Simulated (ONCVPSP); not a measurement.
# La: generating and testing an ONCV potential

Aim: build the potential from the settings below, then test how well it stands in for the atom: other configurations, scattering, ghost states and the plane-wave cutoff that it needs.

Method: ONCVPSP 4.0.1.1 (patched build), PBE, scalar-relativistic.

**1. The design**

The settings as typed:

| Item | Value |
| --- | --- |
| element | lanthanum (La, Z = 57) |
| type | optimised norm-conserving Vanderbilt (ONCV) |
| frozen core | [Kr] |
| valence charge | 21 |
| reference configuration | 4d10 5s2 5p6 5d1 6s2 |
| partial waves | 5s+6s: rc 2.30 bohr, ncon 3, nbas 6, qcut 5.9 1/bohr, 2 projectors; 5p: rc 2.65 bohr, ncon 4, nbas 7, qcut 5.3 1/bohr, 2 projectors, debl 3.8 Ha; 4d+5d: rc 1.15 bohr, ncon 4, nbas 9, qcut 11 1/bohr, 2 projectors; f scattering state at 0.37 Ha: rc 2.05 bohr, ncon 4, nbas 9, qcut 4.6 1/bohr, 1 projector |
| local potential | polynomial inside 1.05 bohr (lpopt 5, dvloc0 4 Ha) |
| core correction | not asked for |

The outer shells as boxes (Hund's rule for the drawing; the calculation is spin-unpolarised):

```
[Kr] core
4d [↑↓][↑↓][↑↓][↑↓][↑↓]
5s [↑↓]
5p [↑↓][↑↓][↑↓]
5d [↑ ][  ][  ][  ][  ]
6s [↑↓]
```

The nodes and maxima of the atom's own shells, from an earlier all-electron run, set the scale for the radii.

All-electron outer shells of the reference configuration (PBE, scalar-relativistic, ld1.x):

| shell | level (eV) | outermost node (bohr) | outermost maximum (bohr) |
| --- | --- | --- | --- |
| 4d | -103.85 | 0.32 | 0.68 |
| 5s | -38.92 | 0.77 | 1.41 |
| 5p | -22.40 | 0.83 | 1.58 |
| 4f | -4.35 | – | 0.75 |
| 6s | -3.68 | 1.86 | 3.84 |
| 5d | -3.09 | 0.95 | 2.21 |
| 6p | -1.35 | 2.21 | 4.93 |

**2. Generation**

Input file La.dat:

```
# ATOM AND REFERENCE CONFIGURATION
# atsym  z   nc   nv     iexc    psfile
  La 57.00    8    5        4      upf
#
#   n    l    f
    1    0    2.00
    2    0    2.00
    2    1    6.00
    3    0    2.00
    3    1    6.00
    3    2   10.00
    4    0    2.00
    4    1    6.00
    4    2   10.00
    5    0    2.00
    5    1    6.00
    5    2    1.00
    6    0    2.00
#
# PSEUDOPOTENTIAL AND OPTIMIZATION
# lmax
    3
#
#   l,   rc,      ep,       ncon, nbas, qcut
    0    2.30    0.00    3    6    5.90
    1    2.65    0.00    4    7    5.30
    2    1.15    0.00    4    9   11.00
    3    2.05    0.37    4    9    4.60
#
# LOCAL POTENTIAL
# lloc, lpopt,  rc(5),   dvloc0
    4    5    1.05    4.00
#
# VANDERBILT-KLEINMAN-BYLANDER PROJECTORs
# l, nproj, debl
    0    2    2.40
    1    2    3.80
    2    2    3.30
    3    1    3.30
#
# MODEL CORE CHARGE
# icmod, fcfact, rcfact
    0    0.00    0.00
#
# LOG DERIVATIVE ANALYSIS
# epsh1, epsh2, depsh
   -5.00    5.00    0.04
#
# OUTPUT GRID
# rlmax, drl
    6.00    0.01
#
# TEST CONFIGURATIONS
# ncnf
    4
# nvcnf
#   n    l    f
    5
    4    2   10.00
    5    0    2.00
    5    1    6.00
    5    2    1.00
    6    0    1.00
#
    5
    4    2   10.00
    5    0    2.00
    5    1    6.00
    5    2    1.00
    6    0    0.00
#
    5
    4    2   10.00
    5    0    2.00
    5    1    6.00
    5    2    0.00
    6    0    0.00
#
    5
    4    2   10.00
    5    0    2.00
    5    1    5.00
    5    2    1.00
    6    0    2.00
#
```

On the command line:

```sh
oncvpsp.x < La.dat > La.out
```

Before running it: what results should come out? Wanted: cutoffs for 1 and 0.1 mHa per electron, occupied waves; bound ghosts; GHOST(+) flags; largest test error; largest phase difference near zero energy, channels read; projector energies reset by the program.

As calculated:

| quantity | value |
| --- | --- |
| cutoffs for 1 and 0.1 mHa per electron, occupied waves | 56 Ha and 112 Ha |
| bound ghosts | s at -152.32 eV |
| GHOST(+) flags | p at 81 eV |
| largest test error (AE − PS) | -38 meV, for 4d10 5s2 5p5 5d1 6s2 |
| largest phase difference near zero energy, channels read | 0.094 rad |
| projector energies reset by the program | f: -0.160 Ha |

In words: A bound ghost (s) makes it unfit for use: electrons can fall into a state that the atom doesn't have. The worst unpolarised test, 4d10 5s2 5p5 5d1 6s2, is off by 38 meV on 27.0 eV; by total energies transferability rates as fair. It counts as hard, with 56 Ha needed at the looser tolerance. That counts occupied waves only; other projectors can need more. Near zero energy the largest phase difference among the channels read is 0.09 rad, in the f channel. The program also flags highly localised states, GHOST(+) (p). All of this concerns the isolated atom, not yet a solid.
